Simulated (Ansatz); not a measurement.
# C₃H₇AlO₂: up Jacob's ladder to CCSD(T)

How much do the methods differ for C₃H₇AlO₂? The plan is to run it at one geometry with functionals of several rungs and with coupled cluster, and see how far each lands from CCSD(T) at the basis-set limit for the atomisation energy.

The runs use Ansatz 0.2.0, Gaussian basis; functionals in def2-TZVPP, the program's frozen cores in correlated methods.

The runs, in order: PBE-D4, r2SCAN-D4, PBE0-D4, B3LYP-D4, ωB97X-V, ωB97M-V, B2PLYP; CCSD(T)/def2-TZVPP; MP2/def2-QZVPP; extrapolation to the limit.

## (1) Structure used throughout

An earlier PBE0-D4 in a triple-zeta def2 set relaxation fixed the geometry.

13 atoms, charge 0, spin multiplicity 1.

Atoms are counted from 1 here; the program's logs count them from 0.

Bond lengths: O1–Al2 1.711 Å, O1–H7 0.955 Å, Al2–C3 1.936 Å, Al2–O6 1.946 Å, Al2–H8 1.580 Å, C3–C4 1.529 Å, C3–O6 1.572 Å, C3–H9 1.089 Å, C4–C5 1.526 Å, C4–H10 1.091 Å, C4–H11 1.090 Å, C5–O6 1.460 Å, C5–H12 1.091 Å, C5–H13 1.091 Å. Angles: Al2–O1–H7 122.1°, O1–Al2–C3 114.1°, O1–Al2–O6 109.3°, O1–Al2–H8 122.2°, C3–Al2–O6 47.8°, C3–Al2–H8 123.4°, O6–Al2–H8 112.4°, Al2–C3–C4 117.1°, Al2–C3–O6 66.5°, Al2–C3–H9 126.4°, C4–C3–O6 89.5°, C4–C3–H9 116.2°, O6–C3–H9 108.8°, C3–C4–C5 87.8°, C3–C4–H10 114.6°, C3–C4–H11 115.4°, C5–C4–H10 113.6°, C5–C4–H11 115.1° and more.

## (2) PBE-D4 (GGA)

Input file in.yaml:

```yaml
crystal:
  periodic: [false, false, false]
  atoms:
    - {symbol: O, position_ang: [-1.800725, -1.100350, -0.787082]}
    - {symbol: Al, position_ang: [-0.710994, -1.387208, 0.501061]}
    - {symbol: C, position_ang: [1.011034, -0.527754, 0.288177]}
    - {symbol: C, position_ang: [1.095530, 0.620727, -0.718201]}
    - {symbol: C, position_ang: [0.029557, 1.341345, 0.103063]}
    - {symbol: O, position_ang: [-0.009275, 0.312492, 1.138794]}
    - {symbol: H, position_ang: [-2.690978, -1.445329, -0.784358]}
    - {symbol: H, position_ang: [-1.048013, -2.379894, 1.683528]}
    - {symbol: H, position_ang: [1.901968, -0.707741, 0.887233]}
    - {symbol: H, position_ang: [2.055440, 1.138308, -0.736715]}
    - {symbol: H, position_ang: [0.803798, 0.370822, -1.738231]}
    - {symbol: H, position_ang: [-0.945847, 1.441089, -0.375003]}
    - {symbol: H, position_ang: [0.329105, 2.288690, 0.552536]}
basis:
  gaussian: {orbitals: def2-TZVPP}
hamiltonian: {xc: pbe, dispersion: d4}
output: {forces: true, orbitals: {seedname: orbitals}}
```

Run with:

```
$ ansatz run in.yaml --threads 4 --pin off --events-out ev --progress --plain --max-ram 10444MiB
```

Further steps of the session: r2SCAN-D4 (meta-GGA); PBE0-D4 (hybrid); B3LYP-D4 (hybrid); ωB97X-V (range-separated); ωB97M-V (range-separated); B2PLYP (double hybrid); CCSD(T) in def2-TZVPP; MP2 in def2-QZVPP.

**Question.** What will the summary of the whole plan be? Wanted: atomisation energy, CCSD(T)/CBS; farthest; mean size of error, hybrid; mean size of error, range-separated; gap, smallest and largest; T1 diagnostic; triples share of the correlation energy.

As calculated:

```
                               quantity                                 value
        atomisation energy, CCSD(T)/CBS                         5036.7 kJ/mol
 functionals within 25.2 kJ/mol (0.5 %)  r2SCAN-D4, PBE0-D4, ωB97X-V, ωB97M-V
                               farthest                 PBE-D4 (+98.2 kJ/mol)
             mean size of error, hybrid                           18.9 kJ/mol
    mean size of error, range-separated                            6.8 kJ/mol
              gap, smallest and largest  4.94 eV (PBE-D4), 11.54 eV (ωB97X-V)
                          T1 diagnostic                                0.0121
triples share of the correlation energy                                 3.9 %
```

**Reading.** PBE-D4 is off by +98.2 kJ/mol. Double hybrids carry the basis error of their MP2 part in triple zeta, and no dispersion term here, so their miss is partly the set-up's. Misses under about 25.2 kJ/mol are within the doubt on the reference itself, which lacks core-valence correlation, relativity and higher excitations. Hartree-Fock recovers 71 % of the binding; the rest is correlation. The gap grows from 4.9 to 11.5 eV across the functionals, mostly with the share of exact exchange.
